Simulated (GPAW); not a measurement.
Here is a GPAW 26.7.0 calculation.

The input run.py:

```python
from ase import Atoms
from ase.dft.bandgap import bandgap
from ase.io import write
from ase.units import Bohr, GPa
from gpaw import GPAW, PW
from gpaw.elf import elf_from_dft_calculation

atoms = Atoms(['Cu', 'Te'],
              cell=[[0.0, 3.16856006, 3.16856006],
                    [3.16856006, 0.0, 3.16856006],
                    [3.16856006, 3.16856006, 0.0]],
              scaled_positions=[[0.0, 0.0, 0.0],
                                [0.25, 0.25, 0.25]],
              pbc=True)
atoms.set_initial_magnetic_moments([0.6, 0.0])

calc = GPAW(mode=PW(600),
            xc='MGGA_X_R2SCAN+MGGA_C_R2SCAN',
            kpts={'size': (5, 5, 5), 'gamma': True},
            occupations={'name': 'methfessel-paxton', 'order': 0, 'width': 0.05},
            setups={'Cu': ':d,7.0'},
            nbands=19,
            convergence={'density': 1e-05, 'energy': 1e-05},
            maxiter=150,
            txt='gpaw.txt')
atoms.calc = calc
energy = atoms.get_potential_energy()
forces = atoms.get_forces()
stress = atoms.get_stress()
calc.write('gs.gpw')
write('result.traj', atoms)
print(f'Energy: {energy:.6f} eV')
print('Forces (eV/A):')
print(forces.round(4))
print('Stress (GPa):', (stress / GPa).round(3))
print('Moments:', calc.get_magnetic_moments().round(3))
print('Fermi level:', round(calc.get_fermi_level(), 4), 'eV')
print(f'Gap: {bandgap(calc)[0]:.4f} eV, direct: {bandgap(calc, direct=True)[0]:.4f} eV')

# fields on the real-space grid
write('density.cube', atoms, data=calc.get_pseudo_density() * Bohr**3)
write('potential.cube', atoms, data=calc.get_electrostatic_potential())
write('spin.cube', atoms, data=(calc.get_pseudo_density(spin=0) - calc.get_pseudo_density(spin=1)) * Bohr**3)
write('elf.cube', atoms, data=elf_from_dft_calculation(calc).data)
```

Potentials or basis: GPAW PAW data sets (gpaw-data 1.2.1), pw.

Launch:

```bash
$ OMP_NUM_THREADS=1 python run.py
```

Predict the net moment.

0.00 μB per cell.

What does it give for the band gap on the k mesh?

None (metal or under the smearing width).

Predict the pressure.

-7.2 GPa.

Caveat: with this Cu data set, volumes or pressures lay over 1.5 % or 2 GPa off other programs in two to four cells of ten; the PAW data sets were made with another functional, which shifts forces and pressure a little; the U is typed as a test and isn't derived for this compound. The state reached can hang on the start; a lower one may exist.
